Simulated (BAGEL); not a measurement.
# B2NH2F3 (SMILES NB(F)B(F)F) at B3LYP/6-31G(d) (density fitting with qzvpp-jkfit, spherical functions)

Aim: the energy change on altering one bond length of B2NH2F3 at B3LYP/6-31G* (density fitting with qzvpp-jkfit, spherical functions), from 2 runs. 

Program for the calculation: BAGEL 1.2.2.

1 further run of the same task is left out (set aside as unsound or not needed).

### 1 The structure to begin with

The species is B2NH2F3 (8 atoms), meant as a singlet with charge 0. As SMILES, `NB(F)B(F)F`. The coordinates come from a GFN2-xTB relaxation.

Bond lengths: N1–B2 1.386 Å, B2–F3 1.343 Å, B2–B4 1.698 Å, B4–F5 1.319 Å, B4–F6 1.329 Å, N1–H7 1.004 Å, N1–H8 1.008 Å. Angles: N1–B2–F3 115.1°, N1–B2–B4 122.2°, F3–B2–B4 122.7°, B2–B4–F5 127.2°, B2–B4–F6 121.6°, F5–B4–F6 111.2°, B2–N1–H7 123.8°, B2–N1–H8 122.5°, H7–N1–H8 113.7°.

### 2 A single-point energy at B3LYP/6-31G(d) (density fitting with qzvpp-jkfit, spherical functions)

job.json reads:

```json
{ "bagel" : [

{
  "title" : "molecule",
  "basis" : "6-31gs.json",
  "df_basis" : "qzvpp-jkfit",
  "angstrom" : true,
  "geometry" : [
    { "atom" : "N", "xyz" : [       0.340750,      -1.267510,       0.299020 ] },
    { "atom" : "B", "xyz" : [       0.545740,       0.021990,      -0.165570 ] },
    { "atom" : "F", "xyz" : [       1.788340,       0.278040,      -0.605690 ] },
    { "atom" : "B", "xyz" : [      -0.688910,       1.188210,      -0.169590 ] },
    { "atom" : "F", "xyz" : [      -0.660800,       2.376820,      -0.741400 ] },
    { "atom" : "F", "xyz" : [      -1.859070,       0.964870,       0.418990 ] },
    { "atom" : "H", "xyz" : [      -0.535150,      -1.598740,       0.661850 ] },
    { "atom" : "H", "xyz" : [       1.069100,      -1.963680,       0.302390 ] }
  ]
},

{ "title" : "ks", "xc_func" : "b3lyp" },

{ "title" : "print", "file" : "orbitals.molden", "orbitals" : true }

]}
```

The basis set 6-31G* is read from a file made from the Basis Set Exchange's data (not shown).

Launch:

```console
$ BAGEL_NUM_THREADS=1 BAGEL job.json > job.out
```

What it wrote:

```text
* using 1 threads per process

  ===============================================================
  ===============================================================

  *** Geometry ***

  { "atom" : "N", "xyz" : [      0.643924,     -2.395247,      0.565066 ] },
  { "atom" : "B", "xyz" : [      1.031299,      0.041555,     -0.312882 ] },
  { "atom" : "F", "xyz" : [      3.379473,      0.525419,     -1.144588 ] },
  { "atom" : "B", "xyz" : [     -1.301851,      2.245391,     -0.320479 ] },
  { "atom" : "F", "xyz" : [     -1.248731,      4.491539,     -1.401043 ] },
  { "atom" : "F", "xyz" : [     -3.513133,      1.823340,      0.791776 ] },
  { "atom" : "H", "xyz" : [     -1.011287,     -3.021181,      1.250715 ] },
  { "atom" : "H", "xyz" : [      2.020306,     -3.710817,      0.571434 ] },

  Number of auxiliary basis functions:      494

  Since a DF basis is specified, we compute 2- and 3-index integrals:
    o Being stored without compression. Storage requirement is 0.031 GB

  Number of basis functions:       88
  Number of electrons      :       46

    * METHOD: MOLECULE                             0.26

  *** Kohn-Sham DFT ***

    * Removing 15408 points whose weight is below 1.00e-10
    * Grid points: 103840

  === Nuclear Repulsion ===
   206.1247785762

       - DIIS with orbital gradients will be used.

  === KS iteration (b3lyp / 6-31gs.json) ===
      0       -368.64479647          0.12518360           0.38
      1       -239.22403598          0.25227305           0.37
      2       -289.16281426          0.17834279           0.37
      3       -363.77457976          0.13063691           0.36
      4       -364.10819718          0.15713807           0.37
      5       -402.61966835          0.06675476           0.38
      6       -392.43946996          0.13095143           0.39
      7       -402.07137295          0.06372334           0.39
      8       -404.83616403          0.03172760           0.37
      9       -405.19771313          0.01951136           0.39
     10       -405.37103006          0.00646562           0.38
     11       -405.38869169          0.00187789           0.39
     12       -405.39037971          0.00046946           0.39
     13       -405.39044699          0.00029294           0.38
     14       -405.39048746          0.00003843           0.38
     15       -405.39048809          0.00000896           0.39
     16       -405.39048812          0.00000446           0.38
     17       -405.39048813          0.00000097           0.38
     18       -405.39048813          0.00000070           0.38
     19       -405.39048813          0.00000015           0.38
     20       -405.39048813          0.00000005           0.38
     21       -405.39048813          0.00000001           0.38
     22       -405.39048813          0.00000001           0.39
    * SCF iteration converged.

    * Permanent dipole moment:
           (    0.033097,     1.077358,    -0.352731) a.u.

    * METHOD: KS                                   9.38

    * METHOD: PRINT                                0.02

  ===============================================================
```

Wall time 9.9 s (1 thread of Arm Neoverse V1, shared host); peak memory 0.44 GiB.

### 3 The distorted shape

input.json reads:

```json
{ "bagel": [

{
  "title": "molecule",
  "basis": "6-31gs.json",
  "df_basis": "qzvpp-jkfit",
  "angstrom": "true",
  "geometry": [
    { "atom": "N", "xyz": [       0.711163,      -1.617393,       0.300226 ] },
    { "atom": "B", "xyz": [       0.916153,      -0.327893,      -0.164364 ] },
    { "atom": "F", "xyz": [       2.158753,      -0.071843,      -0.604484 ] },
    { "atom": "B", "xyz": [      -0.688910,       1.188210,      -0.169590 ] },
    { "atom": "F", "xyz": [      -0.660800,       2.376820,      -0.741400 ] },
    { "atom": "F", "xyz": [      -1.859070,       0.964870,       0.418990 ] },
    { "atom": "H", "xyz": [      -0.164737,      -1.948623,       0.663056 ] },
    { "atom": "H", "xyz": [       1.439513,      -2.313563,       0.303596 ] }
  ]
},

{
  "title": "ks",
  "xc_func": "b3lyp"
},

{
  "title": "print",
  "file": "orbitals.molden",
  "orbitals": "true"
}

]}
```

The basis set 6-31G* is read from a file made from the Basis Set Exchange's data (not shown).

Launch:

```console
$ BAGEL_NUM_THREADS=1 BAGEL input.json > input.out
```

What it wrote:

```text
* using 1 threads per process

  ===============================================================
  ===============================================================

  *** Geometry ***

  { "atom" : "N", "xyz" : [      1.343903,     -3.056430,      0.567345 ] },
  { "atom" : "B", "xyz" : [      1.731278,     -0.619628,     -0.310603 ] },
  { "atom" : "F", "xyz" : [      4.079452,     -0.135764,     -1.142309 ] },
  { "atom" : "B", "xyz" : [     -1.301851,      2.245391,     -0.320479 ] },
  { "atom" : "F", "xyz" : [     -1.248731,      4.491539,     -1.401043 ] },
  { "atom" : "F", "xyz" : [     -3.513133,      1.823340,      0.791776 ] },
  { "atom" : "H", "xyz" : [     -0.311308,     -3.682364,      1.252994 ] },
  { "atom" : "H", "xyz" : [      2.720285,     -4.372000,      0.573713 ] },

  Number of auxiliary basis functions:      494

  Since a DF basis is specified, we compute 2- and 3-index integrals:
    o Being stored without compression. Storage requirement is 0.031 GB

  Number of basis functions:       88
  Number of electrons      :       46

    * METHOD: MOLECULE                             0.26

  *** Kohn-Sham DFT ***

    * Removing 14531 points whose weight is below 1.00e-10
    * Grid points: 104717

  === Nuclear Repulsion ===
   193.3653957016

       - DIIS with orbital gradients will be used.

  === KS iteration (b3lyp / 6-31gs.json) ===
      0       -372.92243973          0.12130080           0.40
      1       -280.64379678          0.19864277           0.40
      2       -296.35603127          0.17258403           0.39
      3       -253.23555048          0.21969605           0.39
      4       -400.27890586          0.07279093           0.39
      5       -395.14042357          0.09868018           0.39
      6       -405.21973996          0.01507310           0.39
      7       -405.18945745          0.01876374           0.38
      8       -405.34264581          0.00278008           0.39
      9       -405.34604300          0.00096603           0.39
     10       -405.34635487          0.00052853           0.39
     11       -405.34648756          0.00012540           0.39
     12       -405.34649484          0.00003746           0.40
     13       -405.34649566          0.00000903           0.40
     14       -405.34649568          0.00000548           0.40
     15       -405.34649570          0.00000129           0.39
     16       -405.34649570          0.00000143           0.38
     17       -405.34649570          0.00000025           0.39
     18       -405.34649570          0.00000009           0.40
     19       -405.34649570          0.00000003           0.39
     20       -405.34649570          0.00000001           0.40
     21       -405.34649570          0.00000001           0.38
    * SCF iteration converged.

    * Permanent dipole moment:
           (   -0.027199,     1.112607,    -0.344433) a.u.

    * METHOD: KS                                   9.22

    * METHOD: PRINT                                0.02

  ===============================================================
```

Run time: 9.9 s. Hardware: 1 thread of Arm Neoverse V1, shared host; peak memory 0.44 GiB.

### 4 Summary of results

At B3LYP/6-31G* (density fitting with qzvpp-jkfit, spherical functions):

```
                                                         quantity          value
                                        first shape: total energy  -405.39049 Eh
                                       first shape: dipole moment         2.88 D
                                         first shape: HOMO energy       -8.16 eV
                                         first shape: LUMO energy       -1.06 eV
                                       first shape: HOMO–LUMO gap        7.10 eV
                                    distorted shape: total energy  -405.34650 Eh
                                   distorted shape: dipole moment         2.96 D
                                     distorted shape: HOMO energy       -7.60 eV
                                     distorted shape: LUMO energy       -0.41 eV
                                   distorted shape: HOMO–LUMO gap        7.18 eV
energy change with the B2–B4 bond stretched from 1.698 to 2.208 Å       1.197 eV
```

With the B2–B4 bond stretched from 1.698 to 2.208 Å the energy rises by 1.20 eV (116 kJ/mol). The first shape isn't relaxed at this level, so the change isn't measured from a minimum.
